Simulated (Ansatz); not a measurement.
# C2H8AlClS: basis-set convergence

One table from this session's results is given with a row withheld; the runs are named, their logs left out.

Computed with Ansatz 0.2.0, Gaussian basis. Level: one geometry, several basis sets.

Plan: PBE0-D4/def2-SVP; ωB97M-V/def2-SVP; PBE0-D4/def2-QZVPP; ωB97M-V/def2-QZVPP; the functionals' def2-TZVPP values are taken from earlier runs.

### Structure used throughout

An earlier PBE0-D4 in a triple-zeta def2 set relaxation fixed the geometry.

SMILES `[CH3][Al-]([CH3])([SH2+])[Cl]`, 13 atoms, charge 0, spin multiplicity 1.

Atoms are counted from 1 here; the program's logs count them from 0.

Bond lengths: C1–Al2 1.956 Å, C1–H6 1.095 Å, C1–H7 1.094 Å, C1–H8 1.095 Å, Al2–C3 1.953 Å, Al2–S4 2.567 Å, Al2–Cl5 2.149 Å, C3–H9 1.095 Å, C3–H10 1.095 Å, C3–H11 1.093 Å, S4–H12 1.343 Å, S4–H13 1.345 Å. Angles: Al2–C1–H6 112.3°, Al2–C1–H7 112.5°, Al2–C1–H8 110.2°, H6–C1–H7 108.1°, H6–C1–H8 106.8°, H7–C1–H8 106.7°, C1–Al2–C3 123.1°, C1–Al2–S4 101.1°, C1–Al2–Cl5 115.1°, C3–Al2–S4 100.0°, C3–Al2–Cl5 116.1°, S4–Al2–Cl5 92.3°, Al2–C3–H9 110.4°, Al2–C3–H10 112.3°, Al2–C3–H11 112.1°, H9–C3–H10 106.8°, H9–C3–H11 107.0°, H10–C3–H11 108.0° and more.

Set-up of the first run:

in.yaml

```yaml
crystal:
  periodic: [false, false, false]
  atoms:
    - {symbol: C, position_ang: [-1.617350, -0.603266, -0.435699]}
    - {symbol: Al, position_ang: [0.124554, 0.283056, -0.521964]}
    - {symbol: C, position_ang: [1.817652, -0.689870, -0.538942]}
    - {symbol: S, position_ang: [0.249950, 1.358022, 1.806255]}
    - {symbol: Cl, position_ang: [0.125071, 2.196448, -1.500686]}
    - {symbol: H, position_ang: [-1.636955, -1.409134, 0.305414]}
    - {symbol: H, position_ang: [-2.429764, 0.091316, -0.203206]}
    - {symbol: H, position_ang: [-1.858607, -1.057565, -1.402810]}
    - {symbol: H, position_ang: [1.972258, -1.169004, -1.511601]}
    - {symbol: H, position_ang: [1.847265, -1.484634, 0.213609]}
    - {symbol: H, position_ang: [2.673323, -0.030800, -0.368450]}
    - {symbol: H, position_ang: [-0.877019, 2.070497, 1.641054]}
    - {symbol: H, position_ang: [-0.369977, 0.410335, 2.531824]}
basis:
  gaussian: {orbitals: def2-SVP}
hamiltonian: {xc: pbe0, dispersion: d4}
output: {orbitals: {seedname: orbitals}}
```

Started as:

```bash
$ ansatz run in.yaml --threads 4 --pin off --events-out ev --progress --plain --max-ram 10444MiB
```

Steps of the session up to this table: PBE0-D4 in def2-SVP; ωB97M-V in def2-SVP; PBE0-D4 in def2-QZVPP; ωB97M-V in def2-QZVPP.

One of the session's tables, all rows but one given; the rest of the session is left out.

| functional | basis | HOMO (eV) |
| --- | --- | --- |
| PBE0-D4 | def2-SVP | -7.29 |
| PBE0-D4 | def2-TZVPP | -7.40 |
| PBE0-D4 | def2-QZVPP | -7.43 |
| ωB97M-V | def2-SVP | ? |
| ωB97M-V | def2-TZVPP | -9.63 |
| ωB97M-V | def2-QZVPP | -9.65 |

Q: Estimate the row for ωB97M-V, def2-SVP from the others.

The run gave: HOMO (eV): -9.49. In the column «HOMO (eV)» it lies between ωB97M-V, def2-TZVPP (-9.63) and PBE0-D4, def2-QZVPP (-7.43).
